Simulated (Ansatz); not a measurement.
# CH5OPSeSi: small, medium and large basis sets

An exercise on one series of results from a longer session: the logs are not shown, and one member is left open.

Program: Ansatz 0.2.0, Gaussian basis. Level of theory: one geometry, several basis sets. These are calculated values, not measurements.

Levels to be run: PBE0-D4/def2-SVP; ωB97M-V/def2-SVP; PBE0-D4/def2-QZVPP; ωB97M-V/def2-QZVPP; the functionals' def2-TZVPP values are taken from earlier runs.

### The relaxed structure

The geometry comes from an earlier relaxation with PBE0-D4 in a triple-zeta def2 set; it is a stationary point, not always the lowest conformer.

10 atoms, charge 0, spin multiplicity 1.

Atoms are counted from 1 here; the program's logs count them from 0.

Bond lengths: O1–P2 1.664 Å, O1–H6 0.962 Å, P2–Si3 2.271 Å, P2–Se5 2.291 Å, Si3–C4 1.879 Å, Si3–H7 1.491 Å, Si3–H8 1.485 Å, C4–Se5 1.980 Å, C4–H9 1.090 Å, C4–H10 1.089 Å. Angles: P2–O1–H6 110.2°, O1–P2–Si3 96.8°, O1–P2–Se5 104.9°, Si3–P2–Se5 75.6°, P2–Si3–C4 93.2°, P2–Si3–H7 116.8°, P2–Si3–H8 108.4°, C4–Si3–H7 117.4°, C4–Si3–H8 110.3°, H7–Si3–H8 109.6°, Si3–C4–Se5 92.8°, Si3–C4–H9 117.0°, Si3–C4–H10 115.1°, Se5–C4–H9 111.0°, Se5–C4–H10 109.4°, H9–C4–H10 110.2°, P2–Se5–C4 90.0°.

The first run:

in.yaml reads:

```yaml
crystal:
  periodic: [false, false, false]
  atoms:
    - {symbol: O, position_ang: [-1.859263, 0.889297, 0.888243]}
    - {symbol: P, position_ang: [-1.659755, -0.421151, -0.117467]}
    - {symbol: Si, position_ang: [0.473876, -0.906394, 0.491085]}
    - {symbol: C, position_ang: [1.208671, 0.373679, -0.671074]}
    - {symbol: Se, position_ang: [-0.380604, 0.356932, -1.851180]}
    - {symbol: H, position_ang: [-2.735954, 1.267654, 0.769802]}
    - {symbol: H, position_ang: [0.803033, -0.787832, 1.940277]}
    - {symbol: H, position_ang: [0.795891, -2.276926, 0.017844]}
    - {symbol: H, position_ang: [2.104908, 0.085826, -1.219845]}
    - {symbol: H, position_ang: [1.332297, 1.367716, -0.244686]}
basis:
  gaussian: {orbitals: def2-SVP}
hamiltonian: {xc: pbe0, dispersion: d4}
output: {orbitals: {seedname: orbitals}}
```

Among the steps run: PBE0-D4 in def2-SVP; ωB97M-V in def2-SVP; PBE0-D4 in def2-QZVPP; ωB97M-V in def2-QZVPP.

One table of the session follows, with a row left open; its other results are not shown here.

It belongs to the step «Functionals by basis». 

| functional | basis | HOMO (eV) |
| --- | --- | --- |
| PBE0-D4 | def2-SVP | -6.64 |
| PBE0-D4 | def2-TZVPP | -6.74 |
| PBE0-D4 | def2-QZVPP | -6.77 |
| ωB97M-V | def2-SVP | -8.71 |
| ωB97M-V | def2-TZVPP | ? |
| ωB97M-V | def2-QZVPP | -8.87 |

Estimate the missing values for ωB97M-V, def2-TZVPP.

**Answer.** HOMO (eV): -8.84. In the column «HOMO (eV)» it lies between ωB97M-V, def2-QZVPP (-8.87) and ωB97M-V, def2-SVP (-8.71).
